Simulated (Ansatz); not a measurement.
# Alloy of Li2S and Na2S (24 of 64 Li sites exchanged), 96 atoms

How does this alloy cell relax, and what gap do PBEsol and r²SCAN give?

Program: Ansatz 0.2.0, PAW, plane waves. These are calculated values, not measurements.

**1. The starting cell**

96 atoms (40 Li, 24 Na, 32 S); a = 11.955 Å, b = 11.955 Å, c = 11.955 Å, α = 90.00°, β = 90.00°, γ = 90.00°. All atoms were shaken off their sites by about 0.02 Å along each axis.

Plan of the steps: (2) PBEsol cell relaxation at the single k point (¼, ¼, ¼), on 1 × NVIDIA GB300 Max-Q with 8 threads of Arm Neoverse-V2; (3) r²SCAN single point at the single k point (¼, ¼, ¼), on 1 × NVIDIA GB300 Max-Q with 8 threads of Arm Neoverse-V2.

**2. Relaxing cell and atoms with PBEsol**

The input, in.yaml:

```yaml
crystal:
  lattice:
    - [11.954623, 0.000000, 0.000000]
    - [0.000000, 11.954623, 0.000000]
    - [0.000000, 0.000000, 11.954623]
  atoms:
    - { symbol: Li, position: [0.376861, 0.125935, 0.126155] }
    - { symbol: Li, position: [0.375008, 0.626015, 0.124886] }
    - { symbol: Li, position: [0.873079, 0.127555, 0.122274] }
    - { symbol: Li, position: [0.874990, 0.125903, 0.626508] }
    - { symbol: Li, position: [0.873143, 0.622573, 0.124312] }
    - { symbol: Li, position: [0.872096, 0.625828, 0.622660] }
    - { symbol: Li, position: [0.126143, 0.375583, 0.125847] }
    - { symbol: Li, position: [0.125746, 0.874736, 0.123342] }
    - { symbol: Li, position: [0.125721, 0.873710, 0.627754] }
    - { symbol: Li, position: [0.625553, 0.375423, 0.121934] }
    - { symbol: Li, position: [0.624022, 0.375694, 0.623527] }
    - { symbol: Li, position: [0.625583, 0.875096, 0.124351] }
    - { symbol: Li, position: [0.626123, 0.878094, 0.624987] }
    - { symbol: Li, position: [0.124130, 0.125272, 0.371700] }
    - { symbol: Li, position: [0.125012, 0.122918, 0.873849] }
    - { symbol: Li, position: [0.124466, 0.623628, 0.376261] }
    - { symbol: Li, position: [0.124961, 0.627514, 0.873954] }
    - { symbol: Li, position: [0.628128, 0.125942, 0.370964] }
    - { symbol: Li, position: [0.623948, 0.123692, 0.872899] }
    - { symbol: Li, position: [0.624083, 0.624261, 0.875599] }
    - { symbol: Li, position: [0.126904, 0.125892, 0.624694] }
    - { symbol: Li, position: [0.124722, 0.620051, 0.626143] }
    - { symbol: Li, position: [0.623714, 0.125592, 0.627070] }
    - { symbol: Li, position: [0.625967, 0.624649, 0.623682] }
    - { symbol: Li, position: [0.374735, 0.378376, 0.378464] }
    - { symbol: Li, position: [0.375104, 0.374635, 0.875965] }
    - { symbol: Li, position: [0.377079, 0.876901, 0.873849] }
    - { symbol: Li, position: [0.875898, 0.377009, 0.375574] }
    - { symbol: Li, position: [0.874466, 0.377291, 0.876738] }
    - { symbol: Li, position: [0.876649, 0.873318, 0.373141] }
    - { symbol: Li, position: [0.874044, 0.873841, 0.876731] }
    - { symbol: Li, position: [0.375833, 0.376105, 0.626673] }
    - { symbol: Li, position: [0.375888, 0.875272, 0.125347] }
    - { symbol: Li, position: [0.374293, 0.878964, 0.628094] }
    - { symbol: Li, position: [0.375478, 0.123606, 0.376445] }
    - { symbol: Li, position: [0.372764, 0.627996, 0.372986] }
    - { symbol: Li, position: [0.874106, 0.622149, 0.371413] }
    - { symbol: Li, position: [0.125883, 0.876004, 0.374546] }
    - { symbol: Li, position: [0.624979, 0.373705, 0.374777] }
    - { symbol: Li, position: [0.626313, 0.877559, 0.375677] }
    - { symbol: Na, position: [0.375917, 0.123320, 0.625928] }
    - { symbol: Na, position: [0.374951, 0.629165, 0.624216] }
    - { symbol: Na, position: [0.124642, 0.374619, 0.628596] }
    - { symbol: Na, position: [0.621724, 0.621197, 0.373990] }
    - { symbol: Na, position: [0.124446, 0.126555, 0.125732] }
    - { symbol: Na, position: [0.121482, 0.625007, 0.125687] }
    - { symbol: Na, position: [0.624494, 0.120350, 0.127453] }
    - { symbol: Na, position: [0.626115, 0.626778, 0.124221] }
    - { symbol: Na, position: [0.372177, 0.874381, 0.374451] }
    - { symbol: Na, position: [0.373879, 0.373496, 0.124860] }
    - { symbol: Na, position: [0.876930, 0.372833, 0.122982] }
    - { symbol: Na, position: [0.874899, 0.373168, 0.625242] }
    - { symbol: Na, position: [0.875179, 0.873652, 0.124773] }
    - { symbol: Na, position: [0.874332, 0.873410, 0.622060] }
    - { symbol: Na, position: [0.375766, 0.124932, 0.872353] }
    - { symbol: Na, position: [0.376048, 0.624130, 0.872929] }
    - { symbol: Na, position: [0.874068, 0.127288, 0.375237] }
    - { symbol: Na, position: [0.876415, 0.125110, 0.873523] }
    - { symbol: Na, position: [0.874035, 0.623113, 0.876688] }
    - { symbol: Na, position: [0.125506, 0.378073, 0.375766] }
    - { symbol: Na, position: [0.123535, 0.375594, 0.876582] }
    - { symbol: Na, position: [0.121752, 0.877002, 0.878112] }
    - { symbol: Na, position: [0.623436, 0.371749, 0.872890] }
    - { symbol: Na, position: [0.626261, 0.876475, 0.875519] }
    - { symbol: S, position: [0.998838, 0.999884, 0.998561] }
    - { symbol: S, position: [0.999233, 0.999919, 0.502678] }
    - { symbol: S, position: [0.999655, 0.501423, 0.998635] }
    - { symbol: S, position: [0.000144, 0.497403, 0.499653] }
    - { symbol: S, position: [0.501214, 0.001412, 0.001108] }
    - { symbol: S, position: [0.501657, 0.004693, 0.496542] }
    - { symbol: S, position: [0.501717, 0.499039, 0.998985] }
    - { symbol: S, position: [0.500327, 0.501092, 0.497994] }
    - { symbol: S, position: [0.250872, 0.251744, 0.001521] }
    - { symbol: S, position: [0.251525, 0.249741, 0.497602] }
    - { symbol: S, position: [0.251301, 0.749712, 0.999971] }
    - { symbol: S, position: [0.249420, 0.751348, 0.501580] }
    - { symbol: S, position: [0.748670, 0.249208, 0.999629] }
    - { symbol: S, position: [0.752445, 0.251145, 0.501202] }
    - { symbol: S, position: [0.753235, 0.751513, 0.000723] }
    - { symbol: S, position: [0.751134, 0.749806, 0.498099] }
    - { symbol: S, position: [0.248971, 0.003018, 0.248698] }
    - { symbol: S, position: [0.253218, 0.001488, 0.751269] }
    - { symbol: S, position: [0.252017, 0.499106, 0.248596] }
    - { symbol: S, position: [0.249968, 0.495978, 0.750766] }
    - { symbol: S, position: [0.748943, 0.000109, 0.248194] }
    - { symbol: S, position: [0.750259, 0.996802, 0.750769] }
    - { symbol: S, position: [0.751432, 0.500135, 0.249860] }
    - { symbol: S, position: [0.749919, 0.501876, 0.750428] }
    - { symbol: S, position: [0.001772, 0.250541, 0.248551] }
    - { symbol: S, position: [0.002881, 0.252178, 0.749131] }
    - { symbol: S, position: [0.003133, 0.752171, 0.248262] }
    - { symbol: S, position: [0.000307, 0.749554, 0.751415] }
    - { symbol: S, position: [0.500182, 0.248075, 0.249939] }
    - { symbol: S, position: [0.500838, 0.251426, 0.750540] }
    - { symbol: S, position: [0.499197, 0.750240, 0.248435] }
    - { symbol: S, position: [0.500901, 0.751149, 0.751005] }
  symmetry: { detect: false }
kpoints:
  mp_grid: { grid: [1, 1, 1], shift: [0.25, 0.25, 0.25] }
hamiltonian:
  xc: pbesol
scf:
  occupations: { method: fermi_dirac, width: 0.01 }
relax:
  f_tol: 0.03
  max_steps: 80
  escape_saddle: false
  adjacent_minimum: "off"
  cell: { fix: [shape] }
output:
  forces: true
  eigenvalues: true
  populations: true
```

The run is started by

```console
$ ansatz run in.yaml --threads 8 --pin off --max-ram 118750MiB --runs-dir r --events-out ev --progress --plain --backend cuda --devices 0,
```

After this run come: r²SCAN on the final geometry.

Before running it: what results should come out? Wanted: for each run, top filled to lowest empty.

As calculated:

```
             level         time  top filled to lowest empty (eV)
PBEsol, relaxation   20 s (GPU)                             3.59
            r²SCAN  7.5 s (GPU)                             4.25
```

```
     quantity                                                                         value
   relaxation                                             13 recorded steps, 2.19 eV gained
largest shift                                                                 0.79 Å (Li29)
 relaxed cell  a = 12.099 Å, b = 12.099 Å, c = 12.099 Å, α = 90.00°, β = 90.00°, γ = 90.00°
   mean bonds                                                      Li–S 2.538, Na–S 2.681 Å
```

**What this shows.** The relaxation lowers the energy by 2.19 eV; the largest shift is 0.79 Å (Li29), while the volume changes by +3.7 %. The mean lengths of the listed bonds run from Li–S 2.54 Å to Na–S 2.68 Å. With one k point the spacing samples only the states that fold onto it, so it can exceed the gap over the zone.
